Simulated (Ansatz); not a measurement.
# LaIn₃, space group Pm-3m: a convergence test of the k-point mesh

Computed with Ansatz 0.2.0, Python API.

The script, `kconv_lain3.py`:
```python
"""k-point test for LaIn3."""

import ansatz as az
from tabulate import tabulate


def main() -> None:
    crystal = (
        az.Lattice.of((4.7741, 0.0, 0.0), (0.0, 4.7741, 0.0), (0.0, 0.0, 4.7741))
        .atom("La", (0.0, 0.0, 0.0))
        .atom("In", (0.5, 0.0, 0.5))
        .atom("In", (0.0, 0.5, 0.5))
        .atom("In", (0.5, 0.5, 0.0))
    )

    calculation = crystal.calculation()
    calculation = calculation.functional("pbesol")
    calculation = calculation.occupations("fixed")
    calculation = calculation.basis(18 * az.Ha)
    calculation = calculation.scf(tolerance=1e-08, max_iterations=70)
    calculation = calculation.forces()
    calculation = calculation.stress()

    rows = []
    for value in [0.9, 0.7, 0.55, 0.45, 0.35]:
        report = calculation.kpoints(spacing=value).run(threads=1, backend="cpu").report
        rows.append((value, report["free_energy_ev"] / len(report["lattice"]["sites"]), report["n_iterations"], sum(report["stress_gpa"][i][i] for i in range(3)) / 3, max(abs(f) for row in report["forces_ev_ang"] for f in row), report["n_kpoints"]))

    print(tabulate(rows, headers=["spacing (1/A)", "F/atom (eV)", "iterations", "P (GPa)", "max force (eV/A)", "k-points"], floatfmt=".4f", tablefmt="github"))

    # differences from the last row
    for row in rows[:-1]:
        shift = 1000 * (row[1] - rows[-1][1])
        print(f"{row[0]}: {shift:+.2f} meV/atom" + ("  (within 2 meV)" if abs(shift) < 2 else ""))


if __name__ == "__main__":
    main()
```

Output of `python kconv_lain3.py`:
```text
DeckWarning: output.stress: scf.convergence.dr2_threshold = 1e-8 eV is looser than the 4e-10 eV advised for a printed stress (1e-10 eV for each atom of the cell: 4). What an SCF threshold leaves in a [...]
RunWarning: iter 1: σ=0 fill of 25 bands saw a band overlap (occupied 10.5744 eV > unoccupied 9.6546 eV) — on an unconverged iterate often a transient of an unconverged empty band; one that stands at [...]
RunWarning: a fill by count may have filled part of one level: at k-index 3 the highest filled band, 9.668234 eV, and the lowest empty band, 9.668234 eV, stand 7.105e-15 eV apart, within the solve's [...]
RunWarning: the bands overlap at the fill by count (25 filled at each k-point of a channel): the highest filled level, 10.624286 eV at k-index 2, stands 0.9561 eV over the lowest empty one, 9.668234 [...]
|   spacing (1/A) |   F/atom (eV) |   iterations |   P (GPa) |   max force (eV/A) |   k-points |
|-----------------|---------------|--------------|-----------|--------------------|------------|
|          0.9000 |    -5684.8594 |            7 |   -2.9205 |             0.0000 |          4 |
|          0.7000 |    -5684.8594 |            7 |   -2.9205 |             0.0000 |          4 |
|          0.5500 |    -5684.7488 |            7 |   -2.3106 |             0.0000 |          4 |
|          0.4500 |    -5684.7488 |            7 |   -2.3106 |             0.0000 |          4 |
|          0.3500 |    -5684.8322 |            6 |   -2.0392 |             0.0000 |         10 |
0.9: -27.18 meV/atom
0.7: -27.18 meV/atom
0.55: +83.42 meV/atom
0.45: +83.42 meV/atom
```
(Warnings from the package without file and line, shortened, repeats left out.)

The input holds a mistake (fixed occupations, though the bands overlap at this level of theory), so what it prints is no property of LaIn3. Forces vanish by symmetry here and test nothing. Pressure is positive in compression. The structure comes from a database of computed cells and needn't be a stable or known phase. Shifts are counted from the finest mesh, which is itself no proven limit. Cost: about 10 core-seconds.

(Lines on the test bed's own set-up are left out of the output.)
